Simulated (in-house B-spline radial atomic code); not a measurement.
**Tb⁶⁺: ionisation energy by several methods**

Wanted: one ionisation energy, Tb⁶⁺ to configuration [Kr] 4d10 4f7 5s2 5p3, up the ladder of functionals.

Method: Dirac-Coulomb, several functionals, exact exchange averaged over the configuration; spherical all-electron atom at the radial basis limit. Code: in-house B-spline radial atomic code version 1.

**1. The system**

```
element       : terbium (Z = 65)
charge        : +6
electrons     : 59
configuration : [Kr] 4d10 4f8 5s2 5p3
nucleus       : Fermi, rms radius 5.060 fm
```

The outer shells:

[Kr] 4d10 4f8 5s2 5p3
```
[Kr] core
4d [↑↓][↑↓][↑↓][↑↓][↑↓]
4f [↑↓][↑ ][↑ ][↑ ][↑ ][↑ ][↑ ]
5s [↑↓]
5p [↑ ][↑ ][↑ ]
```

The boxes only draw the filling; these runs are spin-restricted and spherical.

**2. LC-ωPBE, a range-separated hybrid**

Input settings:

```ini
Z = 65
electrons = 59.0
configuration = [Kr] 4d10 4f8 5s2 5p3
hamiltonian = dirac
method = lc_wpbe
spin_polarised = False
nucleus = fermi
rms_radius = 5.06
mass_number = 159
atomic_mass = 158.925353707
speed_of_light = 137.035999084
exact_exchange = averaged over the configuration
```

The run is started by

```bash
$ python run_scf.py task.json out
```

One command runs all members of the session, one after another, from task.json.

**3. ωB97X, a range-separated hybrid**

Settings: those of step 2 with these lines changed.

```diff
@@ -4,3 +4,3 @@
 hamiltonian = dirac
-method = lc_wpbe
+method = wb97x
 spin_polarised = False
```

**4. HSE06, a range-separated hybrid**

Settings: those of step 3 with these lines changed.

```diff
@@ -4,3 +4,3 @@
 hamiltonian = dirac
-method = wb97x
+method = hse06
 spin_polarised = False
```

**5. B3LYP, a global hybrid**

Settings: those of step 4 with these lines changed.

```diff
@@ -4,3 +4,3 @@
 hamiltonian = dirac
-method = hse06
+method = b3lyp
 spin_polarised = False
```

Q: The tabulated ionisation energy is 108 ± 5 eV (tabulated theoretical; NIST Atomic Spectra Database). What does each method give, and which comes nearest?

The runs gave:

| method | rung | total energy (hartree) | ΔSCF (eV) | with Breit, QED, recoil (eV) | −ε highest (eV) | corrected ΔSCF less tabulated (eV) |
| --- | --- | --- | --- | --- | --- | --- |
| B3LYP | global hybrid | -11708.3763 | 93.710 | 93.823 | 84.846 (4f7/2) | -14.177 |
| LC-ωPBE | range-separated hybrid | -11707.9794 | 93.902 | 94.014 | 87.597 (4f7/2) | -13.986 |
| ωB97X | range-separated hybrid | -11708.7184 | 93.484 | 93.598 | 87.658 (4f7/2) | -14.402 |
| HSE06 | range-separated hybrid | -11707.5965 | 93.505 | 93.619 | 85.001 (4f7/2) | -14.381 |

**Reading.** Against the tabulated ionisation energy, 108 ± 5 eV (tabulated theoretical; NIST Atomic Spectra Database), the best here is LC-ωPBE (-13.986 eV) and the worst ωB97X (-14.402 eV, or 13 %). All methods miss on the same side by much the same amount, which points to something that they share. Open shells are averaged (over orientations, and over spins where the run is restricted), while tables refer to the lowest levels.
